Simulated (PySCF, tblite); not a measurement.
**C₂H₈F₃NSi₂: geometry, infrared bands and NMR shifts**

What infrared bands and NMR shifts should C₂H₈F₃NSi₂ (`FC(F)(F)CN[SiH2][SiH3]`) show?

The runs use tblite 0.8.0 and PySCF 2.14.0, with density-fitted response routines of our own; the level of theory stands in each step. All values are computed, except where a source is named. Atoms are numbered from 0 throughout.

## (1) The starting structure

16 atoms, charge 0, multiplicity 1; geometry from: force field or distance geometry start.

Bonds of the start (Å): F0–C1 1.37, C1–F2 1.34, C1–F3 1.35, C1–C4 1.54, C4–N5 1.49, N5–Si6 1.71, Si6–Si7 2.31, C4–H8 1.09, C4–H9 1.10, N5–H10 1.02, Si6–H11 1.48, Si6–H12 1.47, Si7–H13 1.50, Si7–H14 1.49, Si7–H15 1.50.

## (2) Optimising the geometry with GFN2-xTB

What the job is given:

```
{"job": {"kind": "relax", "xc": "GFN2-xTB", "basis": "xTB"}, "charge": 0, "multiplicity": 1}
F      3.772800     0.048800     0.542100
C      2.483700    -0.270500     0.225500
F      2.418000    -0.395200    -1.104100
F      2.234500    -1.482200     0.767100
C      1.505500     0.782900     0.789400
N      0.043200     0.499500     0.713700
Si    -0.847200     0.467000    -0.749600
Si    -3.141100     0.474800    -0.451000
H      1.749400     0.927200     1.843900
H      1.710400     1.744800     0.300200
H     -0.121400    -0.381800     1.205600
H     -0.412700    -0.778200    -1.423900
H     -0.400300     1.636200    -1.523100
H     -3.841300     0.372500    -1.769200
H     -3.601100     1.722800     0.229700
H     -3.559800    -0.691900     0.392400
```

Launch:

```sh
> OMP_NUM_THREADS=1 python probes_run.py task.json out
```

This one command runs all jobs of the session in turn.

**Question.** This job is followed by: GFN2-xTB harmonic vibrations, gas phase; GIAO PBE0/pcSseg-1 NMR shielding, non-relativistic, gas phase. What will the session give for the following? strongest single infrared mode (GFN2-xTB); zero-point energy (GFN2-xTB); 13C shifts against TMS (PBE0/pcSseg-1); 1H shifts against TMS (PBE0/pcSseg-1, means over atoms taken as alike); 19F shifts against CFCl3 (PBE0/pcSseg-1, means over atoms taken as alike); 15N shifts against NH3 (PBE0/pcSseg-1); 29Si shifts against TMS (PBE0/pcSseg-1); surface potential, 1st and 99th percentile.

**Answer**, as computed:

```
                                                                 quantity                       value
                                strongest single infrared mode (GFN2-xTB)        722 cm⁻¹, 736 km/mol
                                             zero-point energy (GFN2-xTB)               61.0 kcal/mol
                                   13C shifts against TMS (PBE0/pcSseg-1)             135.6, 54.1 ppm
   1H shifts against TMS (PBE0/pcSseg-1, means over atoms taken as alike)  5.02, 3.41, 3.40, 0.11 ppm
19F shifts against CFCl3 (PBE0/pcSseg-1, means over atoms taken as alike)                   -90.2 ppm
                                   15N shifts against NH3 (PBE0/pcSseg-1)                    12.5 ppm
                                  29Si shifts against TMS (PBE0/pcSseg-1)           -43.9, -121.4 ppm
                                    surface potential, 1st and 99th percentile          -0.61 V and 1.59 V
```

In words: The optimisation took 107 steps and gained 0.319 eV; among the close pairs (by a distance rule), C4–N5 changed most, from 1.491 to 1.427 Å. All 42 modes are real, so the xTB geometry is a minimum. The strongest single mode, at 722 cm⁻¹, is spread over many atoms; the largest shares are those of H11, H12. GFN2-xTB is a fitted tight-binding method: band positions and strengths are rough. Its intensities can rank the bands wrongly. At PBE0/pcSseg-1: The largest span, 167 ppm, is at F0, F2, F3, where the paramagnetic term is -212 ppm. At PBE0/pcSseg-1, counted by nearest atom on the grid, the HOMO lies on N5 56 %; H11 13 %, the LUMO on Si6 20 %; H12, H15 about 13 % each.
